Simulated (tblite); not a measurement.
# F3GeH2O2Si: the cost of one run

Programs: tblite 0.8.0 and PySCF 2.14.0. All values are calculated, for the isolated system unless a continuum is named. Atoms count from 0, parts from 1.

## 1. The system as given

9 atoms, charge 0, multiplicity 2; geometry: distance geometry start.

## 2. Relaxing the cluster with GFN2-xTB

Job settings and geometry (Å):

```
{"job": {"kind": "relax", "xc": "GFN2-xTB", "basis": "xTB"}, "charge": 0, "multiplicity": 2}
Ge     1.320660     0.555437     0.153170
O      2.442301    -0.651046    -0.318717
O     -0.127393     0.088831     0.982090
Si    -1.509255    -0.074678     0.027036
F     -2.830971    -0.346365     1.092637
F     -1.887007     1.241364    -0.908536
F     -1.461681    -1.462743    -0.941358
H      1.358143     1.896220    -0.558593
H      2.639510    -1.292473     0.445265
```

Level: GFN2-xTB geometry optimisation, gas phase.

On the command line:

```sh
$ OMP_NUM_THREADS=1 python cluster_run.py task.json out
```

One launch serves the whole session: the jobs run in the order shown.

**Question.** How long does this first job take on 1 thread of Arm Neoverse N1, shared host?

About 4.3 s.
